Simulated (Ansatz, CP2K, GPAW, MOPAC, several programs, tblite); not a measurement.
# NaSnCl3: cheap methods against density-functional theory

How much accuracy does each second buy? NaSnCl3 is computed with 10 methods of unlike cost, up to r2SCAN.

Method: no spin polarisation, static lattice; gaps from single points on the cell relaxed beforehand with r²SCAN, in MOPAC, tblite, CP2K, Ansatz, GPAW (versions at each run).

## (1) The structure to begin with

It takes space group Pm-3m (No. 221, cubic). The conventional cell has a = 5.528 Å, b = 5.528 Å, c = 5.528 Å, α = 90.00°, β = 90.00°, γ = 90.00°. Around Na (site symmetry m-3m) lie 12 Cl at 3.91 Å. Around Sn (site symmetry m-3m) lie 6 Cl at 2.76 Å. Cl (site symmetry 4/mmm) has 2 Sn at 2.76 Å and 4 Na at 3.91 Å in its first shell of neighbours.

Structure file:

```xyz
5
Lattice="5.5280 0.0000 0.0000 0.0000 5.5280 0.0000 0.0000 0.0000 5.5280" Properties=species:S:1:pos:R:3 pbc="T T T"
Na    0.0000    0.0000    0.0000
Sn    2.7640    2.7640    2.7640
Cl    2.7640    2.7640    0.0000
Cl    2.7640    0.0000    2.7640
Cl    0.0000    2.7640    2.7640
```

The structure type (cubic perovskite) is imposed and need not be the compound's stable one.

**Question.** The methods are PM6, PM7, GFN1-xTB (tblite), GFN2-xTB (tblite), PBE/DZVP, PBE/SZV, coarse PBE, GLLB-SC, PBE, r2SCAN. What gap does r2SCAN give on this cell, and which other methods (full PBE left aside) come nearest to r2SCAN and farthest in gap, volume and bulk modulus?

```
                                               quantity                                                         value
                                                 r2SCAN                         gap 0.95 eV, 33.79 Å³/atom, B₀ 25 GPa
         gap: nearest and farthest of the other methods                           PBE/DZVP (-0.25 eV), PM7 (+4.22 eV)
      volume: nearest and farthest of the other methods                  GFN2-xTB (tblite) (-1.9 %), PBE/SZV (+7.2 %)
bulk modulus: nearest and farthest of the other methods  PBE/DZVP, PBE/SZV (about 8 % off); GFN1-xTB (tblite) (+44 %)
```

In words: Among the 8 methods compared for the gap (full PBE left aside), PBE/DZVP is nearest to r2SCAN and PM7 farthest. Among the 4 methods compared for the volume (full PBE left aside), GFN2-xTB (tblite) is nearest to r2SCAN and PBE/SZV farthest. For the bulk modulus (full PBE left aside), PBE/DZVP, PBE/SZV tie for nearest to r2SCAN; GFN1-xTB (tblite) is farthest. A minimal basis or a coarse cutoff and mesh shifts results by its own error, so closeness to r2SCAN can be chance. Cluster runs see only the k-points that fold onto the zone centre, so their gaps can miss the band edges. GLLB-SC is compared with its derivative discontinuity added. No volume is given for PM6, PM7, coarse PBE, which can hide a larger miss. Overlaps count as a gap of zero in the misses; they are PBE/SZV -0.51 eV. CPU times run from 1.3 s (coarse PBE) to 28 s (GLLB-SC). On this cell GLLB-SC cost more than r2SCAN itself (18 s), so it is no saving here. PBE/SZV disagrees with r2SCAN even on whether there is a gap. r2SCAN is a yardstick, not the truth: it usually gives gaps below the measured ones. Spin-orbit coupling is left out throughout.
